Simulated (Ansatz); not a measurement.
# CH₉NO₂Si₂: up Jacob's ladder to CCSD(T)

The task here is to estimate one member of a computed series from the others.

Computed with Ansatz 0.2.0, Gaussian basis. Level: functionals in def2-TZVPP, the program's frozen cores in correlated methods.

Plan: PBE-D4, r2SCAN-D4, PBE0-D4, B3LYP-D4, ωB97X-V, ωB97M-V, B2PLYP; CCSD(T)/def2-TZVPP; MP2/def2-QZVPP; extrapolation to the limit.

### The relaxed structure

All runs share one geometry, relaxed beforehand with PBE0-D4 in a triple-zeta def2 set.

15 atoms, charge 0, spin multiplicity 1.

Atoms are counted from 1 here; the program's logs count them from 0.

Bond lengths: C1–Si2 1.857 Å, C1–H7 1.093 Å, C1–H8 1.093 Å, C1–H9 1.093 Å, Si2–O3 1.666 Å, Si2–N4 1.714 Å, Si2–H10 1.490 Å, O3–H11 0.959 Å, N4–Si5 1.730 Å, N4–H12 1.009 Å, Si5–O6 1.638 Å, Si5–H13 1.489 Å, Si5–H14 1.485 Å, O6–H15 0.965 Å. Angles: Si2–C1–H7 111.0°, Si2–C1–H8 110.8°, Si2–C1–H9 111.0°, H7–C1–H8 107.7°, H7–C1–H9 108.5°, H8–C1–H9 107.9°, C1–Si2–O3 112.1°, C1–Si2–N4 109.4°, C1–Si2–H10 110.4°, O3–Si2–N4 106.2°, O3–Si2–H10 106.2°, N4–Si2–H10 112.5°, Si2–O3–H11 116.2°, Si2–N4–Si5 127.6°, Si2–N4–H12 115.6°, Si5–N4–H12 115.8°, N4–Si5–O6 108.3°, N4–Si5–H13 106.8° and more.

The first run:

The input, in.yaml:

```yaml
crystal:
  periodic: [false, false, false]
  atoms:
    - {symbol: C, position_ang: [0.242298, -2.367510, -0.317099]}
    - {symbol: Si, position_ang: [0.627828, -0.556151, -0.181507]}
    - {symbol: O, position_ang: [1.124955, -0.134057, 1.351369]}
    - {symbol: N, position_ang: [-0.791404, 0.353969, -0.490142]}
    - {symbol: Si, position_ang: [-1.040160, 2.044392, -0.218278]}
    - {symbol: O, position_ang: [0.034970, 2.548918, 0.910322]}
    - {symbol: H, position_ang: [-0.082703, -2.623543, -1.329175]}
    - {symbol: H, position_ang: [1.125774, -2.969580, -0.090474]}
    - {symbol: H, position_ang: [-0.546931, -2.652723, 0.383376]}
    - {symbol: H, position_ang: [1.746556, -0.193406, -1.096138]}
    - {symbol: H, position_ang: [2.065796, -0.199585, 1.524431]}
    - {symbol: H, position_ang: [-1.619833, -0.185326, -0.694346]}
    - {symbol: H, position_ang: [-2.462158, 2.210112, 0.192745]}
    - {symbol: H, position_ang: [-0.796715, 2.883177, -1.418685]}
    - {symbol: H, position_ang: [0.371726, 1.841304, 1.473611]}
basis:
  gaussian: {orbitals: def2-TZVPP}
hamiltonian: {xc: pbe, dispersion: d4}
output: {forces: true, orbitals: {seedname: orbitals}}
```

Launch:

```bash
$ ansatz run in.yaml --threads 2 --pin off --events-out ev --progress --plain --max-ram 22528MiB --backend cuda --devices 0, --max-vram 18GiB
```

Steps of the session up to this table: PBE-D4 (GGA); r2SCAN-D4 (meta-GGA); PBE0-D4 (hybrid); B3LYP-D4 (hybrid); ωB97X-V (range-separated); ωB97M-V (range-separated); B2PLYP (double hybrid); CCSD(T) in def2-TZVPP; MP2 in def2-QZVPP.

One table of the session follows, with a row left open; its other results are not shown here.

| method | atomisation energy (kcal/mol) |
| --- | --- |
| PBE-D4 | 1341.4 |
| r2SCAN-D4 | 1332.1 |
| PBE0-D4 | 1321.5 |
| B3LYP-D4 | 1332.4 |
| ωB97X-V | 1339.3 |
| ωB97M-V | 1339.3 |
| B2PLYP | 1318.7 |
| HF/def2-TZVPP | 967.5 |
| MP2/def2-TZVPP | 1319.2 |
| CCSD/def2-TZVPP | 1282.7 |
| CCSD(T)/def2-TZVPP | 1299.9 |
| MP2/CBS | 1358.7 |
| CCSD(T)/CBS | ? |

Estimate the missing values for CCSD(T)/CBS.

**Answer.** atomisation energy (kcal/mol): 1339.4. In the column «atomisation energy (kcal/mol)» it lies between ωB97M-V (1339.3) and PBE-D4 (1341.4).

Limits of these values: Free atoms (1 C, 2 Si, 2 O, 1 N, 9 H) were run apart at each level; the atomisation energy is their sum less the molecule, without zero-point or spin-orbit terms.
